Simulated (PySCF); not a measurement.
# A diatomic session: NiF

One table from this session's results is given with a row withheld; the runs are named, their logs left out.

Method: Ni def2-TZVPP, F def2-TZVPP, no relativity; program: PySCF 2.14.0.

2 further runs of the same task are left out: 2 that didn't finish.

The first run:

The job is set up so:

```yaml
atoms: Ni, F
charge: 0
basis: Ni def2-TZVPP, F def2-TZVPP
Hamiltonian: no relativity
basis_functions: 95
electrons_treated: 37
masses_in_u: 57.9353, 18.9984
levels: PBE0, PBE, r²SCAN0, M06, B97-3, M06-L, ωB97M-V, HF, MP2, SCS-MP2
grid: 80 radial by 434 angular points
occupations: held fixed by the projection of orbital angular momentum
dissociation_limit: Ni + F, each in its ground configuration
starting_distance_in_angstrom: 1.670
values_of_2S_to_try: 1, 3, 5
```

Launch:

```bash
OMP_NUM_THREADS=1 python dia.py task.json out
```

Among the steps run: Input; First curve: PBE0; Higher solutions at PBE0; PBE (GGA); r²SCAN0; M06 (hybrid meta-GGA); B97-3 (global hybrid GGA); M06-L (meta-GGA); ωB97M-V; ROHF (mean field).

One of the session's tables, all rows but one given; the rest of the session is left out.

It belongs to the step «Constants by level of theory». 

```
       level  Re (Å)  ωe (cm⁻¹)  De (eV)
        ROHF   1.832        563     1.23
    ROHF-MP2       ?          ?        ?
ROHF-SCS-MP2   1.760        598     5.23
         PBE   1.738        632     5.54
       M06-L   1.740        643     4.98
        PBE0   1.749        622     4.55
       B97-3   1.771        594     4.45
         M06   1.741        636     4.95
     ωB97M-V   1.761        612     4.56
```

Estimate the missing values for ROHF-MP2.

As computed: Re (Å): 1.743; ωe (cm⁻¹): 612; De (eV): 5.89. In the column «Re (Å)» it lies between M06 (1.741) and PBE0 (1.749).

De is counted to Ni + F in their ground configurations.

Limits of these values: The state is the lowest single determinant that the PBE0 search found; with open d or f shells the true ground state can be another one.
